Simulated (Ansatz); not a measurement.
**AsP: symmetry broken, then relaxed**

The task, for AsP: break the symmetry and see whether a relaxation comes back.

Method: DFT PBEsol, scalar-relativistic, plane waves, PAW, in Ansatz 0.2.0.

1 further run of the same task is left out (it didn't finish).

### 1 Starting point

Symmetry: R3m, No. 160, trigonal system. Conventional cell: a = 3.634 Å, b = 3.634 Å, c = 9.575 Å, α = 90.00°, β = 90.00°, γ = 120.00°. P (site symmetry 3m) is surrounded by 3 As at 2.43 Å. As (site symmetry 3m) is surrounded by 3 P at 2.43 Å.

Structure file:

```
CELL_PARAMETERS angstrom
1.81706 1.04908 3.19183
-1.81706 1.04908 3.19183
0.00000 -2.09816 3.19183
ATOMIC_POSITIONS crystal
P 0.76951 0.76951 0.76951
As 0.23049 0.23049 0.23049
```

It goes back to an entry of the Materials Project, which need not be the stable form.

It is the result of an earlier relaxation at this level (volume 18.25 Å³/atom; gap on the mesh: none (metal)).

### 2 The reference cell

The reference gives a free energy of -5553.0037 eV, pressure -0.03 GPa, largest force 0.005 eV/Å and gap on the mesh none (metal). It was computed beforehand with the settings of the runs below.

### 3 The disturbance

Cell sheared at random, sigma 0.1, atoms nudged by 0.01 Å. Displacements in the unstrained cell, with the mean shift removed:

| atom | ux (Å) | uy (Å) | uz (Å) |
| --- | --- | --- | --- |
| P1 | -0.005 | 0.009 | 0.001 |
| As2 | 0.005 | -0.009 | -0.001 |

Strain (xx, yy, zz, yz, xz, xy; engineering shear): (-0.1523, -0.0289, 0.1812, -0.0437, -0.0222, 0.1556).

### 4 Single point of the disturbed structure

input.yaml reads:

```yaml
crystal:
  lattice:
    - [1.5866534404, 1.0904039362, 3.7270222643]
    - [-1.4941412842, 0.8076835669, 3.7672799659]
    - [-0.1985869439, -2.1072242571, 3.8158892588]
  atoms:
    - { symbol: P, position: [0.7695356148, 0.7723979904, 0.7668987314] }
    - { symbol: As, position: [0.2304643852, 0.2276020096, 0.2331012686] }
basis:
  ecutwfc: 420
kpoints:
  mp_grid: { grid: [12, 12, 12] }
hamiltonian:
  xc: pbesol
scf:
  occupations: { method: gaussian, width: 0.15 }
output:
  forces: true
  stress: true
  eigenvalues: true
```

Command:

```sh
ansatz run input.yaml --threads 1 --pin off --max-ram 2560MiB --backend cpu --events-out ev --progress --plain --runs-dir out
```

Further runs follow: relaxation of the disturbed structure.

Q: Predict the outcome of this session. Wanted: end of the relaxation, from the reference; final space group.

**Answer**, as computed:

| quantity | value |
| --- | --- |
| cost of the disturbance | 341.8 meV/atom |
| end of the relaxation, from the reference | +302.8 meV/atom |
| final space group | P1 (tolerance 0.05 Å; reference R3m) |

In words: It ends 302.8 meV/atom above the reference, since the strained cell was held fixed.
